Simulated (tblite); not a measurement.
# C4H8AlCl4N: the cost of one run

The runs use tblite 0.8.0 and PySCF 2.14.0, with density-fitted response routines of our own; the level of theory stands in each step. All values are computed, except where a source is named. Atoms count from 0, in the outputs and in this text.

### 1 The starting structure

18 atoms, charge 0, multiplicity 1; geometry from: force field or distance geometry start.

Bonds of the start (Å): N0–Al1 1.91, Al1–Cl2 2.23, Al1–C3 1.98, C3–C4 1.50, C4–C5 1.51, C5–C6 1.50, C6–Cl7 1.79, C6–Cl8 1.78, C6–Cl9 1.78, C5–C3 1.49, N0–H10 1.05, N0–H11 1.04, N0–H12 1.04, Al1–H13 1.60, C3–H14 1.11, C4–H15 1.10, C4–H16 1.09, C5–H17 1.11.

### 2 Relaxing the molecule with GFN2-xTB

What the job is given:

```
{"job": {"kind": "relax", "xc": "GFN2-xTB", "basis": "xTB"}, "charge": 0, "multiplicity": 1}
N     -2.469400     0.314600    -0.843500
Al    -1.736200    -0.514100     0.712700
Cl    -2.451000    -2.627200     0.817000
C      0.244600    -0.454100     0.742500
C      0.982300    -1.006100    -0.443700
C      0.995700     0.476500    -0.151400
C      2.356000     1.008100     0.178400
Cl     2.395000     1.942300     1.700200
Cl     3.471300    -0.380100     0.270800
Cl     2.926200     2.011100    -1.183500
H     -3.338400     0.834600    -0.552200
H     -2.678400    -0.452000    -1.516100
H     -1.783900     1.003800    -1.217300
H     -2.237400     0.189300     2.055600
H      0.688500    -0.637600     1.744000
H      0.440900    -1.231300    -1.376800
H      1.867900    -1.602800    -0.208200
H      0.317500     1.131200    -0.740100
```

Started as:

```bash
$ OMP_NUM_THREADS=1 python probes_run.py task.json out
```

One launch serves the whole session: the jobs run in the order shown.

**Question.** How long does this first job take on 1 thread of Arm Neoverse V1, shared host?

About 3.8 s.
